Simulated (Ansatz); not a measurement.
Run this with the Python package of Ansatz (0.2.0) and show what comes out.

Contents of `labeo3.xyz`:
```text
5
Lattice="3.707597 0.0 0.0 0.0 3.707597 0.0 0.0 0.0 3.707597" Properties=species:S:1:pos:R:3 pbc="T T T"
La    0.00000000    0.00000000    0.00000000
Be    1.85379850    1.85379850    1.85379850
O     1.85379850    1.85379850    0.00000000
O     1.85379850    0.00000000    1.85379850
O     0.00000000    1.85379850    1.85379850
```

`labeo3_walk.py`:
```python
import ansatz as az
import numpy as np

structure = az.Crystal.from_extxyz("labeo3.xyz")

start = np.array(structure.resolved().sites[4].position)
previous, rows = None, []
for step in range(6):
    target = start + step * 0.005 * np.eye(3)[0]
    base = (
        structure.move(4, to=target).calculation()
        .pseudopotentials("paw")
        .kpoints(mesh=(5, 5, 5))
        .scf(tolerance=1e-07)
        .functional("PBEsol")
        .occupations("methfessel_paxton", width=0.1)
        .forces()
    )
    session = base.session()
    if previous is not None:
        session.seed_next_step(previous)
    previous = session.plan(retain="density").execute()
    report = previous.report
    shift = float(np.linalg.norm((target - start) @ np.array(report["lattice"]["cell_ang"])))
    rows.append((step, shift, report["lagrangian_ev"], float(np.linalg.norm(report["forces_ev_ang"][4])), report["n_iterations"], report["n_symmetry_ops"]))
rows = [(row[0], row[1], 1000 * (row[2] - rows[0][2]), *row[3:]) for row in rows]
lines = [",".join(["step", "moved A", "dE meV", "force on it eV/A", "iterations", "symmetry operations"])] + [",".join(f"{v:.4f}" if isinstance(v, float) else str(v) for v in row) for row in rows]
print("\n".join(lines))
with open("walk.csv", "w") as handle:
    handle.write("\n".join(lines) + "\n")
```

`python labeo3_walk.py` gives:
```text
DeckWarning: basis.ecutwfc = 420 eV, auto-derived from the records' recommended cutoffs: set by La (normal level)
step,moved A,dE meV,force on it eV/A,iterations,symmetry operations
0,0.0000,0.0000,0.0000,6,48
1,0.0185,1.3251,0.1430,5,8
2,0.0371,5.3075,0.2868,5,8
3,0.0556,11.9688,0.4321,5,8
4,0.0742,21.3453,0.5799,5,8
5,0.0927,33.4893,0.7308,5,8
```
(Warnings from the package without file and line.)

Notes:
- The cell holds an odd number of electrons and is run without spin, so a magnetic state may lie lower.
- The mesh is modest for a metal, so energies can be off by several to tens of meV an atom and pressures by half a GPa or more; differences at equal mesh fare better.
- The structure comes from a database of computed cells and needn't be a stable or known phase.
- The first step keeps the crystal's symmetry; the moved atom lowers it.
- Wall time of the script: 8.7 s on 1 thread of Arm Neoverse V2, with other jobs on the host, peak memory 0.4 GiB.

(Lines on the test bed's own set-up are left out of the output.)
